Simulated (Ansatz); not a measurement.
# KB3H8: the cost of one run

Program: Ansatz 0.2.0. Level of theory: DFT, PBE, plane-wave PAW, default files, scalar-relativistic, as far as a step names no other. These are calculated values, not measurements.

## 1. The starting structure

It takes space group Cmcm (No. 63, orthorhombic). The conventional cell has a = 7.426 Å, b = 8.081 Å, c = 8.196 Å, α = 90.00°, β = 90.00°, γ = 90.00°. K (site symmetry m2m) has 18 H at 2.96 to 3.31 Å and 5 B at 3.23 to 3.44 Å as nearest neighbours. B (site symmetry m) is surrounded by 3 H at 1.21 to 1.27 Å. B (site symmetry m2m) has 2 H at 1.21 Å as nearest neighbours. Around H (site symmetry 1) lie 1 B at 1.21 Å. H (site symmetry m) is surrounded by 1 B at 1.27 Å. H (site symmetry m) has 1 B at 1.21 Å as nearest neighbours.

As a file:

```cif
data_structure
_symmetry_space_group_name_H-M 'Cmcm'
_symmetry_Int_Tables_number 63
_cell_length_a 7.4256
_cell_length_b 8.0809
_cell_length_c 8.1959
_cell_angle_alpha 90.000
_cell_angle_beta 90.000
_cell_angle_gamma 90.000
_cell_volume 491.80
loop_
_atom_site_label
_atom_site_type_symbol
_atom_site_symmetry_multiplicity
_atom_site_Wyckoff_symbol
_atom_site_fract_x
_atom_site_fract_y
_atom_site_fract_z
_atom_site_occupancy
K1 K 4 c 0.50000 0.83455 0.75000 1
B1 B 8 f 0.50000 0.21945 0.64035 1
B2 B 4 c 0.50000 0.40884 0.75000 1
H1 H 16 h 0.36177 0.15888 0.58902 1
H2 H 8 f 0.50000 0.36256 0.57697 1
H3 H 8 g 0.86303 0.99010 0.75000 1
```

The earlier run gave: gap on the mesh 5.77 eV, largest force 0.017 eV/Å, pressure 0.1 GPa.

Like atoms gathered into sites:

| site | atoms | first shell | V_zz (10²¹ V/m²) | η | C_Q (MHz) |
| --- | --- | --- | --- | --- | --- |
| K | 1, 2 | 18 H at 2.96–3.31 Å; also 4 B at 3.23–3.24 Å | 0.94 | 0.51 | 1.37 (³⁹K) |
| B3 | 3, 4, 5, 6 | 3 H at 1.21–1.27 Å, 2 B at 1.77–1.80 Å; also 2 K at 3.23–3.24 Å | 0.99 | 0.76 | 0.974 (¹¹B) |
| B7 | 7, 8 | 4 H at 1.21–1.47 Å, 2 B at 1.77 Å | 2.17 | 0.56 | 2.13 (¹¹B) |
| H9 | 9, 10, 11, 12, … | 1 B at 1.21 Å | 1.84 | 0.03 | 0.127 (²H) |
| H17 | 17, 18, 19, 20 | 2 B at 1.27–1.47 Å, angle 81° | 1.24 | 0.74 | 0.086 (²H) |
| H21 | 21, 22, 23, 24 | 1 B at 1.21 Å | 1.84 | 0.02 | 0.127 (²H) |

C_Q = eQV_zz/h, which is 24.18 MHz for Q = 1 b and V_zz = 10²¹ V/m²; η = (V_xx − V_yy)/V_zz. Q values from Pyykkö, Mol. Phys. 116, 1328 (2018).

## 2. A check on settings: scf.occupations.method = cold, scf.occupations.width = 0.3

The input, input.yaml:

```yaml
crystal:
  lattice:
    - [3.712815, -4.04043, 0.0]
    - [3.712815, 4.04043, 0.0]
    - [0.0, 0.0, 8.19595]
  atoms:
    - { symbol: K, position: [0.6654492711, 0.3345507289, 0.75] }
    - { symbol: K, position: [0.3345507289, 0.6654492711, 0.25] }
    - { symbol: B, position: [0.280549058, 0.719450942, 0.6403500816] }
    - { symbol: B, position: [0.719450942, 0.280549058, 0.1403500816] }
    - { symbol: B, position: [0.719450942, 0.280549058, 0.3596499184] }
    - { symbol: B, position: [0.280549058, 0.719450942, 0.8596499184] }
    - { symbol: B, position: [0.0911646194, 0.9088353806, 0.75] }
    - { symbol: B, position: [0.9088353806, 0.0911646194, 0.25] }
    - { symbol: H, position: [0.2028975045, 0.5206508386, 0.5890170516] }
    - { symbol: H, position: [0.7971024955, 0.4793491614, 0.0890170516] }
    - { symbol: H, position: [0.5206508386, 0.2028975045, 0.4109829484] }
    - { symbol: H, position: [0.4793491614, 0.7971024955, 0.9109829484] }
    - { symbol: H, position: [0.7971024955, 0.4793491614, 0.4109829484] }
    - { symbol: H, position: [0.2028975045, 0.5206508386, 0.9109829484] }
    - { symbol: H, position: [0.4793491614, 0.7971024955, 0.5890170516] }
    - { symbol: H, position: [0.5206508386, 0.2028975045, 0.0890170516] }
    - { symbol: H, position: [0.1374414195, 0.8625585805, 0.5769690564] }
    - { symbol: H, position: [0.8625585805, 0.1374414195, 0.0769690564] }
    - { symbol: H, position: [0.8625585805, 0.1374414195, 0.4230309436] }
    - { symbol: H, position: [0.1374414195, 0.8625585805, 0.9230309436] }
    - { symbol: H, position: [0.8729302541, 0.8531368737, 0.75] }
    - { symbol: H, position: [0.1270697459, 0.1468631263, 0.25] }
    - { symbol: H, position: [0.8531368737, 0.8729302541, 0.25] }
    - { symbol: H, position: [0.1468631263, 0.1270697459, 0.75] }
kpoints:
  mp_grid: { grid: [5, 5, 3] }
scf:
  occupations: { method: cold, width: 0.3 }
hamiltonian:
  xc: pbe
  pseudopotentials: { kind: paw }
output:
  forces: true
  stress: true
  populations: true
  efg:
    quadrupole_moments_barn: { K: 0.0603, B: 0.04059, H: 0.00285783 }
    contact_densities: true
```

Launch:

```bash
$ ansatz run input.yaml --threads 1 --pin off --max-ram 2560MiB --backend cpu --events-out ev --progress --plain --runs-dir out
```

Q: Estimate wall time and peak memory on 1 thread of an Arm CPU, shared host.

About 21 s, with a peak of 0.54 GiB.
